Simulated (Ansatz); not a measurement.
# CH5Cl2NOSi: the cost of one run

Method: UKS BLYP-D4/def2-SVP, in Ansatz 0.2.0.

## 1. Starting point

Bond lengths: Si1–O2 2.066 Å, Si1–N3 1.654 Å, N3–C4 1.442 Å, Si1–Cl6 2.001 Å, Si1–Cl7 2.015 Å, O2–H8 0.957 Å, C4–H9 1.092 Å, C4–H10 1.091 Å, C4–H11 1.093 Å. Angles: Si1–O2–H8 115.6°, O2–Si1–N3 77.3°, O2–Si1–Cl6 106.2°, O2–Si1–Cl7 104.7°, N3–Si1–Cl6 127.8°, N3–Si1–Cl7 121.7°, Cl6–Si1–Cl7 107.9°, Si1–N3–C4 138.2°, N3–C4–H9 111.6°, N3–C4–H10 107.8°, N3–C4–H11 112.2°, H9–C4–H10 108.3°, H9–C4–H11 108.4°, H10–C4–H11 108.3°.

Structure file:

```xyz
11

Si    0.3123    1.0633    0.5287
O     2.0821    0.0729    0.1339
N    -0.2044   -0.3281   -0.2019
C    -1.4338   -1.0638   -0.3641
H     1.0991   -0.6504   -0.2557
Cl    0.3357    1.4874    2.4846
Cl    0.4610    2.7991   -0.4836
H     2.6049    0.4296   -0.5835
H    -2.2193   -0.4439   -0.8005
H    -1.2379   -1.8966   -1.0410
H    -1.7996   -1.4696    0.5831
```

## 2. A restrained relaxation towards end A

Springs on the bonds that form and break draw the guess towards this end; the thresholds are loose.

The input, input.yaml:

```yaml
crystal:
  periodic: [false, false, false]
  atoms:
    - { symbol: Si, position_ang: [0.3123, 1.0633, 0.5287] }
    - { symbol: O, position_ang: [2.0821, 0.0729, 0.1339] }
    - { symbol: "N", position_ang: [-0.2044, -0.3281, -0.2019] }
    - { symbol: C, position_ang: [-1.4338, -1.0638, -0.3641] }
    - { symbol: H, position_ang: [1.0991, -0.6504, -0.2557] }
    - { symbol: Cl, position_ang: [0.3357, 1.4874, 2.4846] }
    - { symbol: Cl, position_ang: [0.461, 2.7991, -0.4836] }
    - { symbol: H, position_ang: [2.6049, 0.4296, -0.5835] }
    - { symbol: H, position_ang: [-2.2193, -0.4439, -0.8005] }
    - { symbol: H, position_ang: [-1.2379, -1.8966, -1.041] }
    - { symbol: H, position_ang: [-1.7996, -1.4696, 0.5831] }
magnetization:
  spin_polarized: true
basis:
  gaussian: { orbitals: def2-SVP }
hamiltonian:
  xc: blyp
  dispersion: d4
relax:
  f_tol: 0.15
  max_steps: 25
  restrain:
    - { distance: [4, 1], at: 2.27, k: 30.0 }
    - { distance: [0, 1], at: 1.77, k: 30.0 }
    - { distance: [4, 2], at: 1.02, k: 30.0 }
```

The run is started by

```
$ ansatz run input.yaml --threads 4 --pin off --max-ram 5120MiB --backend cpu --events-out ev --progress --plain --runs-dir out
```

What time and memory should one allow on 4 threads of Arm Neoverse N1, shared host?

About 47 s, with a peak of 0.23 GiB.
